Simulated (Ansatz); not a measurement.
# C: the cost of one run

Method: DFT r2SCAN, scalar-relativistic, plane waves, PAW, in Ansatz 0.2.0.

3 further runs of the same task are left out: 3 set aside as unsound or not needed.

**1. The system as given**

The structure is trigonal, space group R-3m (No. 166). The conventional cell has a = 2.456 Å, b = 2.456 Å, c = 10.557 Å, α = 90.00°, β = 90.00°, γ = 120.00°. C (site symmetry 3m) is surrounded by 3 C at 1.42 Å.

Structure file:

```cif
data_structure
_symmetry_space_group_name_H-M 'P 1'
_symmetry_Int_Tables_number 1
_cell_length_a 2.4558
_cell_length_b 3.7940
_cell_length_c 4.2536
_cell_angle_alpha 111.945
_cell_angle_beta 90.000
_cell_angle_gamma 90.000
_cell_volume 36.76
loop_
_atom_site_label
_atom_site_type_symbol
_atom_site_fract_x
_atom_site_fract_y
_atom_site_fract_z
_atom_site_occupancy
C1 C 0.50000 0.49993 0.66664 1
C2 C 0.00000 0.49993 0.16664 1
C3 C 0.50000 0.50007 0.33336 1
C4 C 0.00000 0.50007 0.83336 1
```

It is built from the cell relaxed beforehand with the same method (9.19 Å³/atom).

**2. Zero of the scan**

input.yaml

```yaml
crystal:
  lattice:
    - [1.2279165312, -2.1268138194, 0.0]
    - [1.2279165312, 0.7089379398, 3.5190776204]
    - [-3.6837495935, -2.1268138194, 0.0]
  atoms:
    - { symbol: C, position: [0.5, 0.4999272857, 0.6666424286] }
    - { symbol: C, position: [0.0, 0.4999272857, 0.1666424286] }
    - { symbol: C, position: [0.5, 0.5000727143, 0.3333575714] }
    - { symbol: C, position: [0.0, 0.5000727143, 0.8333575714] }
basis:
  ecutwfc: 500
kpoints:
  mp_grid: { grid: [10, 8, 6] }
hamiltonian:
  xc: r2scan
scf:
  occupations: { method: gaussian, width: 0.05 }
output:
  forces: true
  stress: true
  eigenvalues: true
  write_density: true
  write_potential: true
  elf: true
  volumetric_format: npy
```

Run with:

```bash
$ ansatz run input.yaml --threads 2 --pin off --max-ram 5120MiB --backend cpu --events-out ev --progress --plain --runs-dir out
```

**Question.** How long does this run take on 2 threads of Intel Xeon Platinum 8259CL at 2.50GHz (Skylake/Cascade Lake), shared host, and how much memory does it need?

About 5.5 s, with a peak of 0.48 GiB.
